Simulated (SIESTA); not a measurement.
## Ta4O under changes of volume

One of the cells (16.039 Å³/atom); the others are scaled copies at fixed shape and fractional positions:

```
Ta O
1.0
     3.27907    0.00000    0.00000
     0.00000    3.27907    0.00000
     0.00000    0.00000    7.45841
Ta O
4 1
Direct
  0.00000 0.00000 0.00000
  0.50000 0.50000 0.21684
  0.50000 0.50000 0.78316
  0.00000 0.00000 0.50000
  0.50000 0.50000 0.50000
```

The cell comes from a database or a generator and needn't be the stable form of this composition.

```yaml
Program: SIESTA 5.4.2
Functional: PBE
Potentials_or_basis: PseudoDojo 0.4 standard (PBE files)
Basis: DZP (energy shift 0.003 Ry; two zetas on semicore shells)
Grid_cutoff: 800 Ry
Energy_shift: 0.003 Ry
k_mesh: 8 × 8 × 4
Occupations: fermi-dirac, width 0.05 eV
Spin: no spin polarisation
```

```csv
volume (Å³/atom),energy over the lowest point (meV/atom),pressure (GPa),largest force (eV/Å)
14.781,?,?,?
15.096,21.71,11.3,0.363
15.410,4.95,6.0,0.301
16.039,0.00,-3.2,0.228
16.354,10.17,-7.0,0.187
16.668,27.43,-10.5,0.169
```

Q: What does the run at 14.781 Å³/atom give?

A: Energy over the lowest point 49.60 meV/atom; pressure 17.3 GPa; largest force 0.425 eV/Å.

Worked out: A Birch-Murnaghan fit of order 3 (a polynomial in V^(-2/3)) to the other rows has its minimum at 15.81 Å³/atom with B0 = V·E''(V) = 222 GPa and B' = 4.2 at fixed shape and positions, which overstates the stiffness. It gives 49.57 meV/atom at 14.781 Å³/atom, against the run's 49.60, and -dE/dV = 17.2 GPa, against 17.3.

Energies are extrapolated to zero smearing.

Caveats: short orbitals over semicore shells can move pressures by several GPa; the basis of atomic orbitals isn't converged, which shifts pressures, moduli and gaps.
